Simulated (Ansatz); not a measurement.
# Eu2Ru: the cost of one run

Program: Ansatz 0.2.0. Level of theory: DFT PBE, scalar-relativistic, plane waves, PAW. These are calculated values, not measurements.

**1. Starting point**

The structure is cubic, space group F-43m (No. 216). The conventional cell has a = 6.507 Å, b = 6.507 Å, c = 6.507 Å, α = 90.00°, β = 90.00°, γ = 90.00°. Eu (site symmetry -43m) has 4 Eu at 2.82 Å and 4 Ru at 2.82 Å in its first shell of neighbours. Eu (site symmetry -43m) has 4 Eu at 2.82 Å in its first shell of neighbours. Around Ru (site symmetry -43m) lie 4 Eu at 2.82 Å.

Structure file:

```cif
data_structure
_symmetry_space_group_name_H-M 'F-43m'
_symmetry_Int_Tables_number 216
_cell_length_a 6.5068
_cell_length_b 6.5068
_cell_length_c 6.5068
_cell_angle_alpha 90.000
_cell_angle_beta 90.000
_cell_angle_gamma 90.000
_cell_volume 275.49
loop_
_atom_site_label
_atom_site_type_symbol
_atom_site_symmetry_multiplicity
_atom_site_Wyckoff_symbol
_atom_site_fract_x
_atom_site_fract_y
_atom_site_fract_z
_atom_site_occupancy
Eu1 Eu 4 c 0.25000 0.25000 0.25000 1
Eu2 Eu 4 b 0.50000 0.00000 0.00000 1
Ru1 Ru 4 a 0.00000 0.00000 0.00000 1
```

Recipe of the guess: species swapped into a database cell of Cu2Se (F-43m, No. 216), with Eu on the Cu sites and Ru on the Se sites. The dimensions are guesses.

**2. The guess as it stands, on a coarse mesh**

input.yaml

```yaml
crystal:
  lattice:
    - [0.0, 3.25341761, 3.25341761]
    - [3.25341761, 0.0, 3.25341761]
    - [3.25341761, 3.25341761, 0.0]
  atoms:
    - { symbol: Eu, position: [0.75, 0.75, 0.75], spin: 7.0 }
    - { symbol: Eu, position: [0.5, 0.5, 0.5], spin: 7.0 }
    - { symbol: Ru, position: [0.0, 0.0, 0.0] }
basis:
  ecutwfc: 420
kpoints:
  mp_grid: { grid: [4, 4, 4] }
hamiltonian:
  xc: pbe
scf:
  occupations: { method: gaussian, width: 0.1 }
  lower_state_search: "off"
output:
  forces: true
  stress: true
  eigenvalues: true
  populations: true
magnetization:
  spin_polarized: true
```

Run with:

```bash
ansatz run input.yaml --threads 1 --pin off --max-ram 2560MiB --backend cpu --events-out ev --progress --plain --runs-dir out
```

Q: Estimate wall time and peak memory on 1 thread of Intel Xeon at 2.50GHz (Skylake/Cascade Lake), shared host.

About 15 s, with a peak of 0.37 GiB.
